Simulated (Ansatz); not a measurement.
TaVN2:

```xyz
4
Lattice="3.0499 0.0000 0.0000 0.0000 3.0499 0.0000 0.0000 0.0000 4.2961" Properties=species:S:1:pos:R:3 pbc="T T T"
Ta    0.0000    0.0000    0.0000
V     1.5249    1.5249    2.1480
N     1.5249    1.5249    0.0000
N     0.0000    0.0000    2.1480
```

The cell comes from a database or a generator and needn't be the stable form of this composition.

Base run:

```yaml
Program: Ansatz 0.2.0
Functional: PBEsol
Potentials_or_basis: all-electron LAPW, scalar-relativistic
Cutoff: 350 eV (chosen from the basis error)
Basis_error_allowed: 0.002 eV/atom
k_mesh: 9 × 9 × 6
Occupations: fermi-dirac, width 0.05 eV
Spin: collinear spin, ferromagnetic start
Starting_moments: "[0.0, 2.0, 0.0, 0.0] μB"
```

Its results: band gap on the k mesh none (metal or under the smearing width); pressure -11.1 GPa.

Problem. The run is repeated on the same cell with these changes: spin from collinear spin, ferromagnetic start to no spin polarisation. What comes out?

Solution. Band gap on the k mesh none (metal or under the smearing width); pressure -12.7 GPa.
